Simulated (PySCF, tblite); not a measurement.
# C₅H₇F₃: geometry, infrared bands and NMR shifts

Aim: predict the infrared bands and NMR shifts of C₅H₇F₃ (`C[C@@H](F)/C=C/C(F)F`).

Programs: tblite 0.8.0 and PySCF 2.14.0, with density-fitted response routines of our own. Each step states its level of theory. These are calculated values for one molecule in the gas phase, unless marked as measured. Atoms are numbered from 0 throughout.

## Step 1: Starting geometry

15 atoms, charge 0, multiplicity 1; geometry from: force field or distance geometry start.

Bonds of the start (Å): C0–C1 1.50, C1–F2 1.36, C1–C3 1.51, C3–C4 1.34, C4–C5 1.49, C5–F6 1.36, C5–F7 1.37, C0–H8 1.10, C0–H9 1.09, C0–H10 1.10, C1–H11 1.11, C3–H12 1.09, C4–H13 1.09, C5–H14 1.09.

## Step 2: Relaxing the molecule with GFN2-xTB

The job: settings as JSON, then the geometry in Å.

```
{"job": {"kind": "relax", "xc": "GFN2-xTB", "basis": "xTB"}, "charge": 0, "multiplicity": 1}
C     -2.268000     0.419100     0.072500
C     -1.229400    -0.471800     0.689700
F     -1.289700    -1.699800     0.097500
C      0.153300     0.110800     0.558600
C      1.151300    -0.455000    -0.134000
C      2.525100     0.102300    -0.288800
F      2.806900     0.350500    -1.596800
F      2.676100     1.293500     0.367900
H     -3.263100    -0.033200     0.182400
H     -2.101700     0.544000    -0.995900
H     -2.295500     1.409900     0.539000
H     -1.452500    -0.633900     1.761600
H      0.327600     1.039900     1.105000
H      0.979600    -1.383800    -0.678700
H      3.275300    -0.584600     0.103800
```

Started as:

```sh
> OMP_NUM_THREADS=1 python probes_run.py task.json out
```

One launch serves the whole session: the jobs run in the order shown.

**Question.** This job is followed by: GFN2-xTB harmonic vibrations, gas phase; GIAO PBE0/pcSseg-1 NMR shielding, non-relativistic, gas phase. Predict these results of the whole session: strongest single infrared mode (GFN2-xTB); zero-point energy (GFN2-xTB); 13C shifts against TMS (PBE0/pcSseg-1); 1H shifts against TMS (PBE0/pcSseg-1, means over atoms taken as alike); 19F shifts against CFCl3 (PBE0/pcSseg-1).

**Answer**, as computed:

| quantity | value |
| --- | --- |
| strongest single infrared mode (GFN2-xTB) | 1016 cm⁻¹, 185 km/mol |
| zero-point energy (GFN2-xTB) | 69.2 kcal/mol |
| 13C shifts against TMS (PBE0/pcSseg-1) | 144.7, 129.2, 119.4, 92.3, 23.7 ppm |
| 1H shifts against TMS (PBE0/pcSseg-1, means over atoms taken as alike) | 6.67, 6.36, 6.14, 5.49, 1.47 ppm |
| 19F shifts against CFCl3 (PBE0/pcSseg-1) | -131.7, -155.4, -215.8 ppm |

The optimisation took 34 steps and gained 0.052 eV; among the close pairs (by a distance rule), C0–C1 changed most, from 1.501 to 1.525 Å. All 39 modes are real, so the xTB geometry is a minimum. The strongest single mode, at 1016 cm⁻¹, moves mainly C5. Unscaled tight-binding wavenumbers are off by several per cent, some by more. Its intensities can rank the bands wrongly. The most deshielded hydrogen is H14 (hydrogen on an allylic sp3 CH bonded to 2 F), at 6.67 ppm: its carbon carries F, which withdraws density. At PBE0/pcSseg-1: The widest tensor belongs to C3: span 222 ppm, with a paramagnetic part of -218 ppm.
